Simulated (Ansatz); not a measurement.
**GaNH₄+ (doublet): the correlation ladder, cc-pVTZ**

One table from this session's results is given with a row withheld; the runs are named, their logs left out.

The runs use Ansatz 0.2.0, Gaussian basis; cc-pVTZ, core rule «outside noble gas», up to 15 orbitals frozen.

Plan: UHF; CCSD(T) on ROHF; CCSD(T) on UHF; BCCD(T) on ROHF; CCSDT(Q) on ROHF; CCSDT(Q) on UHF.

6 further runs of the same task are left out: 3 for a known fault of the program, 3 set aside as unsound or not needed.

### What is computed

The geometry is a PBE0/def2-TZVP stationary point (not a proven minimum) of the parent state, kept for this charge and spin. No spin-orbit coupling is included. The filled d shell of Ga may be among the frozen orbitals whatever the setting's name suggests; the logs give the count.

6 atoms, charge 1, spin multiplicity 2.

Atoms are counted from 1 here; the program's logs count them from 0.

Bond lengths: N1–Ga2 1.814 Å, N1–H3 1.006 Å, N1–H4 1.006 Å, Ga2–H5 1.561 Å, Ga2–H6 1.561 Å. Angles: Ga2–N1–H3 124.0°, Ga2–N1–H4 124.0°, H3–N1–H4 111.9°, N1–Ga2–H5 116.8°, N1–Ga2–H6 116.8°, H5–Ga2–H6 126.5°.

Set-up of the first run:

in.yaml reads:

```yaml
crystal:
  periodic: [false, false, false]
  atoms:
    - {symbol: N, position_ang: [0.000000, 0.000000, 1.485666]}
    - {symbol: Ga, position_ang: [0.000000, 0.000000, -0.327885]}
    - {symbol: H, position_ang: [0.000000, 0.833308, 2.048783]}
    - {symbol: H, position_ang: [0.000000, -0.833308, 2.048783]}
    - {symbol: H, position_ang: [0.000000, 1.394263, -1.030956]}
    - {symbol: H, position_ang: [0.000000, -1.394263, -1.030956]}
basis:
  gaussian: {orbitals: cc-pVTZ}
total_charge: 1
magnetization: {spin_polarized: true, initial_magnetization: 1}
hamiltonian: {xc: hf}
output: {orbitals: {seedname: orbitals}}
```

The run is started by

```
$ ansatz run in.yaml --threads 1 --pin off --events-out ev --progress --plain --max-ram 4096MiB --backend cpu
```

Among the steps run: UHF; CCSD(T) on ROHF; CCSD(T) on UHF; BCCD(T) on ROHF; CCSDT(Q) on ROHF; CCSDT(Q) on UHF.

One table of the session follows, with a row left open; its other results are not shown here.

```
   method  from UCCSDT(Q) (kcal/mol)
     ROHF                          ?
      UHF                    +178.28
     RMP2                     +24.39
     UMP2                     +24.66
    RCCSD                      +4.81
    UCCSD                      +4.74
 RCCSD(T)                      +0.56
 UCCSD(T)                      +0.55
  BCCD(T)                      +0.55
   RCCSDT                      +0.16
   UCCSDT                      +0.13
RCCSDT(Q)                      +0.03
UCCSDT(Q)                          0
```

Q: Estimate the row for ROHF from the others.

As computed: from UCCSDT(Q) (kcal/mol): +181.39. In the column «from UCCSDT(Q) (kcal/mol)» it is the highest.

To keep in mind: Restricted and unrestricted rows rest on different reference determinants; where their highest levels disagree by more than a few hundredths of an eV, they describe different states and don't form one ladder.
